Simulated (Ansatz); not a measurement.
# Pd2Pt: the cost of one run

Program: Ansatz 0.2.0. Level of theory: DFT PBE, scalar-relativistic, plane waves, PAW. These are calculated values, not measurements.

1 further run of the same task is left out (it didn't finish).

**1. The system as given**

Symmetry: P6/mmm, No. 191, hexagonal system. Conventional cell: a = 4.093 Å, b = 4.093 Å, c = 3.610 Å, α = 90.00°, β = 90.00°, γ = 120.00°. Pd (site symmetry -6m2) has 3 Pd at 2.36 Å as nearest neighbours. Pt (site symmetry 6/mmm) has 12 Pd at 2.97 Å as nearest neighbours.

Coordinates:

```cif
data_structure
_symmetry_space_group_name_H-M 'P 1'
_symmetry_Int_Tables_number 1
_cell_length_a 4.0933
_cell_length_b 4.0933
_cell_length_c 3.6097
_cell_angle_alpha 90.000
_cell_angle_beta 90.000
_cell_angle_gamma 120.000
_cell_volume 52.38
loop_
_atom_site_label
_atom_site_type_symbol
_atom_site_fract_x
_atom_site_fract_y
_atom_site_fract_z
_atom_site_occupancy
Pd1 Pd 0.33333 0.66667 0.00000 1
Pd2 Pd 0.66667 0.33333 0.00000 1
Pt1 Pt 0.00000 0.00000 0.50000 1
```

A structure generator made this guess: random cell by space group and Wyckoff sites (P6/mmm, No. 191). The dimensions are guesses.

**2. Probe: one point on a coarse mesh**

input.yaml

```yaml
crystal:
  lattice:
    - [4.0932621, 0.0, 0.0]
    - [-2.04663105, 3.54486896, 0.0]
    - [0.0, 0.0, 3.60971813]
  atoms:
    - { symbol: Pd, position: [0.33333333, 0.66666667, 0.0] }
    - { symbol: Pd, position: [0.66666667, 0.33333333, 0.0] }
    - { symbol: Pt, position: [0.0, 0.0, 0.5] }
basis:
  ecutwfc: 420
kpoints:
  mp_grid: { grid: [6, 6, 6] }
hamiltonian:
  xc: pbe
scf:
  occupations: { method: gaussian, width: 0.1 }
  lower_state_search: "off"
output:
  forces: true
  stress: true
  eigenvalues: true
```

Started as:

```
ansatz run input.yaml --threads 1 --pin off --max-ram 2560MiB --backend cpu --events-out ev --progress --plain --runs-dir out
```

What time and memory should one allow on 1 thread of Intel Xeon 6975P-C (Granite Rapids), shared host?

About 1.2 s, with a peak of 0.36 GiB.
